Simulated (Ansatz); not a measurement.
# GeH₄S (built from SMILES S.[GeH2]): a reaction path by the nudged elastic band

What path joins these two structures, and how high does it climb? Both ends were relaxed at PBE0-D4 in triple zeta.

Method: PBE0-D4/def2-SVP; program: Ansatz 0.2.0, Gaussian basis.

16 further runs of the same task are left out: 16 set aside as unsound or not needed.

**1. The system as given**

The first end: 6 atoms, charge 0, spin multiplicity 1.

Atoms are counted from 1 here; the program's logs count them from 0.

Bond lengths: Ge1–S3 2.511 Å, Ge1–H4 1.593 Å, Ge1–H5 1.594 Å, H2–S3 1.344 Å, S3–H6 1.345 Å. Angles: S3–Ge1–H4 88.6°, S3–Ge1–H5 83.0°, H4–Ge1–H5 92.4°, Ge1–S3–H2 101.2°, Ge1–S3–H6 106.1°, H2–S3–H6 92.7°.

Geometry (Å):

```xyz
6
GeH4S
Ge   -0.36265   -0.51709   -1.35286
H     1.80187    0.64678    0.48500
S     0.87436   -0.26744    0.81774
H    -1.10000    0.86170   -1.04664
H    -1.38493   -1.34150   -0.44988
H     0.17145    0.61754    1.54665
```

The second end:

```xyz
6
GeH4S
Ge   -0.0321   -1.0689   -0.7178
H    -0.4643    1.6353   -0.9135
S     1.3353   -0.9626    1.0420
H     0.0008    1.5301   -1.4939
H    -1.3141   -0.5925    0.1016
H     0.4745   -0.5414    1.9816
```

**2. The band at PBE0-D4/def2-SVP**

neb/in.yaml

```yaml
crystal:
  periodic: [false, false, false]
  atoms:
    - {symbol: Ge, position_ang: [-0.362653, -0.517088, -1.352859]}
    - {symbol: H, position_ang: [1.801873, 0.646780, 0.484995]}
    - {symbol: S, position_ang: [0.874358, -0.267439, 0.817736]}
    - {symbol: H, position_ang: [-1.100003, 0.861701, -1.046638]}
    - {symbol: H, position_ang: [-1.384930, -1.341496, -0.449882]}
    - {symbol: H, position_ang: [0.171455, 0.617541, 1.546649]}
basis:
  gaussian: {orbitals: def2-SVP}
hamiltonian: {xc: pbe0, dispersion: d4}
neb:
  images: 5
  climbing: true
  max_iterations: 40
  initial_path: idpp
  final_atoms:
    - {symbol: Ge, position_ang: [-0.032092, -1.068852, -0.717776]}
    - {symbol: H, position_ang: [-0.464307, 1.635273, -0.913503]}
    - {symbol: S, position_ang: [1.335315, -0.962624, 1.042034]}
    - {symbol: H, position_ang: [0.000768, 1.530075, -1.493945]}
    - {symbol: H, position_ang: [-1.314094, -0.592480, 0.101618]}
    - {symbol: H, position_ang: [0.474510, -0.541394, 1.981573]}
```

Launch:

```
$ ansatz run in.yaml --threads 2 --pin off --events-out ev --progress --plain --max-ram 4352MiB
```

**Question.** What will these runs give? Wanted: from earlier runs: barrier over the separately found saddle, CCSD(T)/def2-TZVPP.

As calculated:

```
                                                                       quantity                                           value
                                                PBE0-D4/def2-SVP, 12 iterations  highest 0.514 eV (image 3), last end -0.228 eV
from earlier runs: barrier over the separately found saddle, CCSD(T)/def2-TZVPP                                        0.693 eV
```

What this shows: The highest image lies 0.514 eV above the first end, and it climbed, so it estimates the saddle. The ends are not quite minima at this level (largest force component 0.41 eV/Å), so the heights are unreliable: relaxing the first end would lower it and raise the barrier above it. The highest image is 0.179 eV below the CCSD(T) barrier in triple zeta, which comes from separate runs on the saddle.
